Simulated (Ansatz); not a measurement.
# TlO7: the cost of one run

Computed with Ansatz 0.2.0 (DFT PBE, scalar-relativistic, plane waves, PAW, unless a step's input says otherwise).

3 further runs of the same task are left out: 2 that didn't finish, 1 set aside as unsound or not needed.

## 1. Starting point

The structure is cubic, space group Fm-3m (No. 225). The conventional cell has a = 7.991 Å, b = 7.991 Å, c = 7.991 Å, α = 90.00°, β = 90.00°, γ = 90.00°. Tl (site symmetry m-3m) has 12 O at 2.83 Å as nearest neighbours. Around O (site symmetry m-3m) lie 12 O at 2.83 Å. O (site symmetry mmm) has 2 Tl at 2.83 Å and 10 O at 2.83 Å as nearest neighbours.

As a file:

```
CELL_PARAMETERS angstrom
0.00000 3.99574 3.99574
3.99574 0.00000 3.99574
3.99574 3.99574 0.00000
ATOMIC_POSITIONS crystal
Tl 0.00000 0.00000 0.00000
O 0.50000 0.50000 0.50000
O 0.00000 0.00000 0.50000
O 0.50000 0.00000 0.50000
O 0.00000 0.50000 0.50000
O 0.50000 0.50000 0.00000
O 0.00000 0.50000 0.00000
O 0.50000 0.00000 0.00000
```

A structure generator made this guess: species swapped into a database cell of Mg7Sc (Fm-3m, No. 225), with O on the Mg sites and Tl on the Sc sites. Lengths come from tabulated atomic sizes and are only a guess.

## 2. The guess as it stands, on a coarse mesh

input.yaml

```yaml
crystal:
  lattice:
    - [0.0, 3.99574029, 3.99574029]
    - [3.99574029, 0.0, 3.99574029]
    - [3.99574029, 3.99574029, 0.0]
  atoms:
    - { symbol: Tl, position: [0.0, 0.0, 0.0] }
    - { symbol: O, position: [0.5, 0.5, 0.5] }
    - { symbol: O, position: [0.0, 0.0, 0.5] }
    - { symbol: O, position: [0.5, 0.0, 0.5] }
    - { symbol: O, position: [0.0, 0.5, 0.5] }
    - { symbol: O, position: [0.5, 0.5, 0.0] }
    - { symbol: O, position: [0.0, 0.5, 0.0] }
    - { symbol: O, position: [0.5, 0.0, 0.0] }
basis:
  ecutwfc: 420
kpoints:
  mp_grid: { grid: [4, 4, 4] }
hamiltonian:
  xc: pbe
scf:
  occupations: { method: gaussian, width: 0.1 }
  lower_state_search: "off"
output:
  forces: true
  stress: true
  eigenvalues: true
```

Launch:

```bash
ansatz run input.yaml --threads 1 --pin off --max-ram 2048MiB --backend cpu --events-out ev --progress --plain --runs-dir out
```

**Question.** How long does this run take on 1 thread of Arm Neoverse V2, shared host, and how much memory does it need?

About 1.9 s, with a peak of 0.35 GiB.
